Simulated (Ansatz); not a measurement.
**ClH3N2OW: small, medium and large basis sets**

The task here is to estimate one member of a computed series from the others.

Computed with Ansatz 0.2.0, Gaussian basis. Level: one geometry, several basis sets.

Levels to be run: PBE0-D4/def2-SVP; ωB97M-V/def2-SVP; PBE0-D4/def2-QZVPP; ωB97M-V/def2-QZVPP; the functionals' def2-TZVPP values are taken from earlier runs.

## The relaxed structure

All runs share one geometry, relaxed beforehand with PBE0-D4 in a triple-zeta def2 set. W takes the def2 core potential; no spin-orbit term is included.

SMILES `[NH]=[W](=[NH])([OH])[Cl]`, 8 atoms, charge 0, spin multiplicity 1.

Atoms are counted from 1 here; the program's logs count them from 0.

Bond lengths: N1–W2 1.745 Å, N1–H6 1.008 Å, W2–N3 1.743 Å, W2–O4 1.893 Å, W2–Cl5 2.290 Å, N3–H7 1.007 Å, O4–H8 0.960 Å. Angles: W2–N1–H6 154.2°, N1–W2–N3 111.3°, N1–W2–O4 108.5°, N1–W2–Cl5 108.0°, N3–W2–O4 107.4°, N3–W2–Cl5 108.4°, O4–W2–Cl5 113.3°, W2–N3–H7 157.7°, W2–O4–H8 120.6°.

Set-up of the first run:

The input, in.yaml:

```yaml
crystal:
  periodic: [false, false, false]
  atoms:
    - {symbol: N, position_ang: [-0.755409, 1.273855, 0.372460]}
    - {symbol: W, position_ang: [0.235227, 0.000410, -0.291228]}
    - {symbol: N, position_ang: [1.198359, -0.762938, 0.944085]}
    - {symbol: O, position_ang: [-0.902124, -1.324660, -1.021994]}
    - {symbol: Cl, position_ang: [1.647745, 0.934706, -1.833006]}
    - {symbol: H, position_ang: [-1.084333, 1.876318, 1.111173]}
    - {symbol: H, position_ang: [1.578189, -0.923145, 1.863264]}
    - {symbol: H, position_ang: [-1.825457, -1.131746, -1.200553]}
basis:
  gaussian: {orbitals: def2-SVP}
hamiltonian: {xc: pbe0, dispersion: d4}
output: {orbitals: {seedname: orbitals}}
```

Among the steps run: PBE0-D4 in def2-SVP; ωB97M-V in def2-SVP; PBE0-D4 in def2-QZVPP; ωB97M-V in def2-QZVPP.

One of the session's tables, all rows but one given; the rest of the session is left out.

It belongs to the step «Functionals by basis». 

```
functional       basis  HOMO (eV)
   PBE0-D4    def2-SVP          ?
   PBE0-D4  def2-TZVPP      -7.92
   PBE0-D4  def2-QZVPP      -7.96
   ωB97M-V    def2-SVP     -10.06
   ωB97M-V  def2-TZVPP     -10.14
   ωB97M-V  def2-QZVPP     -10.18
```

**Question.** Estimate the row for PBE0-D4, def2-SVP.

As computed: HOMO (eV): -7.87. In the column «HOMO (eV)» it is the highest.
